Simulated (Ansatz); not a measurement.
# AlNH3OF (SMILES [NH2][Al]([OH])[F]) at HF/STO-3G

What is the energy change on altering one bond length of AlNH3OF at HF/STO-3G? 

The calculation is run with Ansatz 0.2.0.

126 further runs of the same task are left out: 126 set aside as unsound or not needed.

## Step 1: The structure to begin with

The species is AlNH3OF (7 atoms), meant as a singlet with charge 0. SMILES: `[NH2][Al]([OH])[F]`. The coordinates come from a PBE0-D4/def2-TZVP relaxation. This is one conformer, not always the lowest.

Bond lengths: N1–Al2 1.755 Å, Al2–O3 1.685 Å, Al2–F4 1.644 Å, N1–H5 1.006 Å, N1–H6 1.006 Å, O3–H7 0.954 Å. Angles: N1–Al2–O3 124.9°, N1–Al2–F4 118.1°, O3–Al2–F4 117.0°, Al2–N1–H5 123.7°, Al2–N1–H6 125.7°, Al2–O3–H7 124.9°, H5–N1–H6 110.6°.

## Step 2: The energy at HF/STO-3G

Contents of job.yaml:

```yaml
crystal:
  periodic: [false, false, false]
  atoms:
    - symbol: "N"
      position_ang: [-0.569800, 0.926800, -0.530800]
    - symbol: Al
      position_ang: [-0.133300, -0.630000, 0.151800]
    - symbol: O
      position_ang: [1.368400, -1.004200, 0.819000]
    - symbol: F
      position_ang: [-1.265600, -1.822100, 0.146500]
    - symbol: H
      position_ang: [-1.473200, 1.130200, -0.925100]
    - symbol: H
      position_ang: [0.029600, 1.732300, -0.586700]
    - symbol: H
      position_ang: [2.105200, -0.401000, 0.879500]
basis:
  gaussian:
    orbitals: STO-3G
total_charge: 0
hamiltonian:
  xc: hf
accuracy: high
output:
  orbitals: {seedname: orbitals}
```

Run with:

```sh
$ ansatz run job.yaml --threads 1 --pin off --max-ram 3480MiB --events-out events.jsonl --progress --plain --runs-dir runs
```

Standard output:

```text
Warning: RAYON_NUM_THREADS=1 ignored (pool sized by the plan → 1); use --threads N
Functional definition: HF
  name "HF"
  exchange = exact_x
  correlation = 0
528 factors; integrals over basis functions are off by at most 3.2e-8 eV
mean field evaluation 1: about -12690.4318 eV, gradient 2.9e1 eV
mean field evaluation 2: about -12690.4852 eV, gradient 2.9e1 eV
mean field evaluation 4: about -12693.6010 eV, gradient 1.2e0 eV
mean field evaluation 8: about -12693.6067 eV, gradient 6.3e-5 eV
mean field -12693.60672175 eV, -466.4814429885 hartree, gradient 2.3e-8 eV, S^2 0.000000; 0 other end points of the search recorded, 0 dependent functions left out
reference -12693.60672175 eV, -466.4814429885 hartree; 20, 20 occupied and 7, 7 virtual orbitals, 528 factors
Total energy: -12693.60672175 eV, -466.4814429885 hartree
```

It took 0.22 s on 1 thread of Arm Neoverse V1, shared host.

## Step 3: The distorted shape, same level

Contents of job.yaml:

```yaml
basis:
  gaussian: {orbitals: STO-3G}
crystal:
  periodic: [false, false, false]
  atoms:
    - {symbol: "N", position_ang: [-0.230108, 1.284432, -0.529210]}
    - {symbol: Al, position_ang: [0.206392, -0.272368, 0.153390]}
    - {symbol: O, position_ang: [1.708092, -0.646568, 0.820590]}
    - {symbol: F, position_ang: [-1.265600, -1.822100, 0.146500]}
    - {symbol: H, position_ang: [-1.133508, 1.487832, -0.923510]}
    - {symbol: H, position_ang: [0.369292, 2.089932, -0.585110]}
    - {symbol: H, position_ang: [2.444892, -0.043368, 0.881090]}
hamiltonian: {xc: hf}
accuracy: high
output: {orbitals: {seedname: orbitals}}
```

Run with:

```sh
$ ansatz run job.yaml --threads 1 --pin off --max-ram 3480MiB --events-out events.jsonl --progress --plain --runs-dir runs
```

Standard output:

```text
Warning: RAYON_NUM_THREADS=1 ignored (pool sized by the plan → 1); use --threads N
[... 4 set-up lines as earlier in the session ...]
515 factors; integrals over basis functions are off by at most 3.2e-8 eV
mean field evaluation 1: about -12685.5971 eV, gradient 3.0e1 eV
mean field evaluation 2: about -12685.6441 eV, gradient 3.0e1 eV
mean field evaluation 4: about -12690.5337 eV, gradient 1.7e0 eV
mean field evaluation 8: about -12690.5494 eV, gradient 6.3e-2 eV
mean field -12690.54939314 eV, -466.3690882344 hartree, gradient 8.7e-9 eV, S^2 0.000000; 0 other end points of the search recorded, 0 dependent functions left out
reference -12690.54939314 eV, -466.3690882344 hartree; 20, 20 occupied and 7, 7 virtual orbitals, 515 factors
Total energy: -12690.54939314 eV, -466.3690882344 hartree
```

Wall time 0.22 s (1 thread of Arm Neoverse V1, shared host).

## Step 4: Results

At HF/STO-3G:

| quantity | value |
| --- | --- |
| first shape: total energy | -466.48144 Eh |
| first shape: HOMO energy | -7.89 eV |
| first shape: LUMO energy | 10.95 eV |
| first shape: HOMO–LUMO gap | 18.83 eV |
| distorted shape: total energy | -466.36909 Eh |
| distorted shape: HOMO energy | -7.75 eV |
| distorted shape: LUMO energy | 8.37 eV |
| distorted shape: HOMO–LUMO gap | 16.12 eV |
| energy change with the Al2–F4 bond stretched from 1.644 to 2.137 Å | 3.057 eV |

**Reading.** With the Al2–F4 bond stretched from 1.644 to 2.137 Å the energy rises by 3.06 eV (295 kJ/mol). The first shape isn't relaxed at this level, so the change isn't measured from a minimum. The minimal basis adds a large error of its own.
